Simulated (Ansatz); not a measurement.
# CH3ClMgO: the cost of one run

Program: Ansatz 0.2.0, Gaussian basis. Level of theory: unrestricted cation, the program's frozen cores in correlated methods. These are calculated values, not measurements.

Levels to be run: UKS PBE-D4/def2-TZVPP; UKS r2SCAN-D4/def2-TZVPP; UKS PBE0-D4/def2-TZVPP; UKS B3LYP-D4/def2-TZVPP; UKS wB97X-V/def2-TZVPP; UKS wB97M-V/def2-TZVPP; UKS B2PLYP/def2-TZVPP; UHF-CCSD(T)/def2-TZVPP; UHF-MP2/def2-QZVPP; extrapolation to the limit; then −ε(HOMO) from the neutral's earlier runs with LDA (SPW92), PBE-D4, revPBE-D4, BLYP-D4, r2SCAN-D4, B97M-V, PBE0-D4, B3LYP-D4, r2SCANh-D4, r2SCAN0-D4, HSE06-D4, BHLYP-D4, CAM-B3LYP-D4, LC-ωPBE, ωB97X-V, ωB97M-V.

### Step 1. The relaxed structure

The geometry comes from an earlier relaxation with PBE0-D4 in a triple-zeta def2 set; it is a stationary point, not always the lowest conformer.

SMILES `C[O][Mg][Cl]`, 7 atoms, charge 0, spin multiplicity 1.

Atoms are counted from 1 here; the program's logs count them from 0.

Bond lengths: C1–O2 1.378 Å, C1–H5 1.099 Å, C1–H6 1.099 Å, C1–H7 1.099 Å, O2–Mg3 1.749 Å, Mg3–Cl4 2.176 Å. Angles: O2–C1–H5 111.6°, O2–C1–H6 111.6°, O2–C1–H7 111.6°, H5–C1–H6 107.2°, H5–C1–H7 107.2°, H6–C1–H7 107.2°, C1–O2–Mg3 179.8°, O2–Mg3–Cl4 180.0°.

### Step 2. Cation, UKS PBE-D4/def2-TZVPP

in.yaml reads:

```yaml
crystal:
  periodic: [false, false, false]
  atoms:
    - {symbol: C, position_ang: [0.659146, 1.022647, 0.127955]}
    - {symbol: O, position_ang: [-0.073749, -0.134223, -0.024461]}
    - {symbol: Mg, position_ang: [-0.998381, -1.606303, -0.215055]}
    - {symbol: Cl, position_ang: [-2.149151, -3.437917, -0.452319]}
    - {symbol: H, position_ang: [0.813984, 1.533335, -0.832625]}
    - {symbol: H, position_ang: [0.157342, 1.734498, 0.797996]}
    - {symbol: H, position_ang: [1.652109, 0.820063, 0.552808]}
basis:
  gaussian: {orbitals: def2-TZVPP}
total_charge: 1
magnetization: {spin_polarized: true, initial_magnetization: 1}
hamiltonian: {xc: pbe, dispersion: d4}
```

Run with:

```console
> ansatz run in.yaml --threads 4 --pin off --events-out ev --progress --plain --max-ram 10444MiB
```

**Question.** How long does this run take on 4 threads of Intel Xeon 6975P-C, shared host, and how much memory does it need?

About 14 s, with a peak of 0.44 GiB.
